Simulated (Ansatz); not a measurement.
# AlIn3As4: the cost of one run

Computed with Ansatz 0.2.0 (DFT PBE, scalar-relativistic, plane waves, PAW, unless a step's input says otherwise).

### Step 1. The structure to begin with

Symmetry: P-4m2, No. 115, tetragonal system. The conventional cell has a = 4.048 Å, b = 4.048 Å, c = 11.450 Å, α = 90.00°, β = 90.00°, γ = 90.00°. Al (site symmetry -4m2) has 4 As at 2.48 Å as nearest neighbours. In (site symmetry -4m2) is surrounded by 4 As at 2.48 Å. In (site symmetry 2mm) is surrounded by 4 As at 2.48 Å. Around As (site symmetry 2mm) lie 4 In at 2.48 Å. As (site symmetry 2mm) is surrounded by 2 Al at 2.48 Å and 2 In at 2.48 Å.

Structure file:

```cif
data_structure
_symmetry_space_group_name_H-M 'P 1'
_symmetry_Int_Tables_number 1
_cell_length_a 4.0481
_cell_length_b 4.0481
_cell_length_c 11.4497
_cell_angle_alpha 90.000
_cell_angle_beta 90.000
_cell_angle_gamma 90.000
_cell_volume 187.62
loop_
_atom_site_label
_atom_site_type_symbol
_atom_site_fract_x
_atom_site_fract_y
_atom_site_fract_z
_atom_site_occupancy
Al1 Al 0.00000 0.00000 0.50000 1
In1 In 0.00000 0.00000 0.00000 1
In2 In 0.50000 0.50000 0.25000 1
In3 In 0.50000 0.50000 0.75000 1
As1 As 0.50000 0.00000 0.87500 1
As2 As 0.00000 0.50000 0.12500 1
As3 As 0.50000 0.00000 0.37500 1
As4 As 0.00000 0.50000 0.62500 1
```

The start is an ordering of an alloy on its end members' structure types: elements ordered on the sites of the InAs type, Al/In on In (P-4m2, No. 115).

### Step 2. Probe: one point on a coarse mesh

File input.yaml:

```yaml
crystal:
  lattice:
    - [4.04806413, 0.0, 0.0]
    - [0.0, 4.04806413, 0.0]
    - [0.0, 0.0, 11.4496544]
  atoms:
    - { symbol: Al, position: [0.0, 0.0, 0.5] }
    - { symbol: In, position: [0.0, 0.0, 0.0] }
    - { symbol: In, position: [0.5, 0.5, 0.25] }
    - { symbol: In, position: [0.5, 0.5, 0.75] }
    - { symbol: As, position: [0.5, 0.0, 0.875] }
    - { symbol: As, position: [0.0, 0.5, 0.125] }
    - { symbol: As, position: [0.5, 0.0, 0.375] }
    - { symbol: As, position: [0.0, 0.5, 0.625] }
basis:
  ecutwfc: 420
kpoints:
  mp_grid: { grid: [4, 4, 2] }
hamiltonian:
  xc: pbe
scf:
  occupations: { method: gaussian, width: 0.1 }
  lower_state_search: "off"
output:
  forces: true
  stress: true
  eigenvalues: true
```

The run is started by

```sh
> ansatz run input.yaml --threads 1 --pin off --max-ram 2560MiB --backend cpu --events-out ev --progress --plain --runs-dir out
```

**Question.** How long does this run take on 1 thread of Intel Xeon at 2.50GHz (Skylake/Cascade Lake), shared host, and how much memory does it need?

About 19 s, with a peak of 0.46 GiB.
